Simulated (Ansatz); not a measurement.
# Rb (diamond type): how the settings move a single-point run

How sensitive is a single-point run of Rb (diamond type) to its settings? A reference run comes first, then one run with altered input.

Computed with Ansatz 0.2.0 (reference: DFT, LDA, all-electron PAW with datasets made for the crystal, scalar-relativistic, unless a step's input says otherwise).

1 further run of the same task is left out (it didn't finish).

## 1. The starting structure

The structure is cubic, space group Fd-3m (No. 227). The conventional cell has a = 9.822 Å, b = 9.822 Å, c = 9.822 Å, α = 90.00°, β = 90.00°, γ = 90.00°. Rb (site symmetry -43m) has 4 Rb at 4.25 Å as nearest neighbours.

Structure file:

```
Rb
1.0
     0.00000    4.91080    4.91080
     4.91080    0.00000    4.91080
     4.91080    4.91080    0.00000
Rb
2
Direct
  0.87500 0.87500 0.87500
  0.12500 0.12500 0.12500
```

## 2. Reference

File input.yaml:

```yaml
crystal:
  lattice:
    - [0.0, 4.9108015665, 4.9108015665]
    - [4.9108015665, 0.0, 4.9108015665]
    - [4.9108015665, 4.9108015665, 0.0]
  atoms:
    - { symbol: Rb, position: [-0.125, -0.125, -0.125] }
    - { symbol: Rb, position: [0.125, 0.125, 0.125] }
kpoints:
  mp_grid: { grid: [7, 7, 7] }
scf:
  occupations: { method: fermi_dirac, width: 0.08 }
hamiltonian:
  xc: lda
  pseudopotentials: { kind: all_electron, datasets: crystal }
output:
  forces: true
  stress: true
  eigenvalues: true
```

On the command line:

```
> ansatz run input.yaml --threads 1 --pin off --max-ram 2048MiB --backend cpu --events-out ev --progress --plain --runs-dir out
```

## 3. Changing settings: preconditioner kerker_dos

Edit input.yaml of step 2 so:

```diff
@@ -12,2 +12,3 @@
   occupations: { method: fermi_dirac, width: 0.08 }
+  mixing: { preconditioner: kerker_dos }
 hamiltonian:
```

Q: Predict the outcome of this session. Wanted: for each run, ending; energy change; pressure; gap; force.

The runs gave:

| run | ending | energy change | pressure (GPa) | gap (eV) | force (eV/Å) | cycles | time |
| --- | --- | --- | --- | --- | --- | --- | --- |
| reference | converged | 0 | 0.0 | 0.05 | 0.00 | 9 | 5.2 s |
| 1: preconditioner kerker_dos | converged | 0.0 meV/atom | 0.0 | 0.05 | 0.00 | 6 | 4.8 s |

Residual by cycle in the longest SCF loop of each run; runs are numbered as in the table. The quantity is the density residual dr2, in eV.

```
cycle  reference   run 1
    1     0.0366  0.0366
    2     0.0159  0.0089
    3    0.00133  1.8e-4
    4     4.7e-4  2.0e-5
    5     4.4e-5  3.3e-7
    6     9.2e-6  2.3e-8
    7     2.3e-6       -
    8     1.3e-7       -
    9     6.8e-9       -
```

What this shows: With the changed mixing the energy agrees within 0.5 meV/atom. Cost: 6 SCF cycles against 9.
